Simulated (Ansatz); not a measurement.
# CH5FGe: the cost of one run

Program: Ansatz 0.2.0. Level of theory: RHF/def2-SVP. These are calculated values, not measurements.

## Step 1: The starting structure

Bond lengths: Ge1–C2 2.160 Å, C2–H3 1.110 Å, C2–H4 1.110 Å, C2–H5 1.110 Å, Ge1–H6 1.750 Å, Ge1–H7 1.549 Å, Ge1–F8 1.679 Å. Angles: Ge1–C2–H3 76.0°, Ge1–C2–H4 132.1°, Ge1–C2–H5 113.2°, H3–C2–H4 109.4°, H3–C2–H5 109.4°, H4–C2–H5 109.4°, C2–Ge1–H6 44.4°, C2–Ge1–H7 122.9°, C2–Ge1–F8 122.9°, H6–Ge1–H7 121.6°, H6–Ge1–F8 121.6°, H7–Ge1–F8 109.5°.

Coordinates:

```xyz
8

Ge    0.0000    0.0000    0.0000
C     1.2381    0.0000    1.7699
H     0.2385   -0.3092    2.1404
H     2.0057   -0.7111    2.1404
H     1.4701    1.0203    2.1404
H     1.7201    0.0000    0.3225
H    -0.7300    1.2648   -0.5162
F    -0.7913   -1.3709   -0.5594
```

## Step 2: Pulling towards end A

Springs on the bonds that form and break draw the guess towards this end; the thresholds are loose.

Contents of input.yaml:

```yaml
crystal:
  periodic: [false, false, false]
  atoms:
    - { symbol: Ge, position_ang: [0.0, 0.0, 0.0] }
    - { symbol: C, position_ang: [1.2381, 0.0, 1.7699] }
    - { symbol: H, position_ang: [0.2385, -0.3092, 2.1404] }
    - { symbol: H, position_ang: [2.0057, -0.7111, 2.1404] }
    - { symbol: H, position_ang: [1.4701, 1.0203, 2.1404] }
    - { symbol: H, position_ang: [1.7201, 0.0, 0.3225] }
    - { symbol: H, position_ang: [-0.73, 1.2648, -0.5162] }
    - { symbol: F, position_ang: [-0.7913, -1.3709, -0.5594] }
basis:
  gaussian: { orbitals: def2-SVP }
hamiltonian:
  xc: hf
relax:
  f_tol: 0.15
  max_steps: 25
  restrain:
    - { distance: [1, 5], at: 2.31, k: 30.0 }
    - { distance: [0, 1], at: 1.96, k: 30.0 }
    - { distance: [0, 5], at: 1.55, k: 30.0 }
output:
  orbitals: {}
```

The run is started by

```bash
> ansatz run input.yaml --threads 1 --pin off --max-ram 2048MiB --backend cpu --events-out ev --progress --plain --runs-dir out
```

What time and memory should one allow on 1 thread of Arm Neoverse V2, shared host?

About 13 s, with a peak of 0.16 GiB.
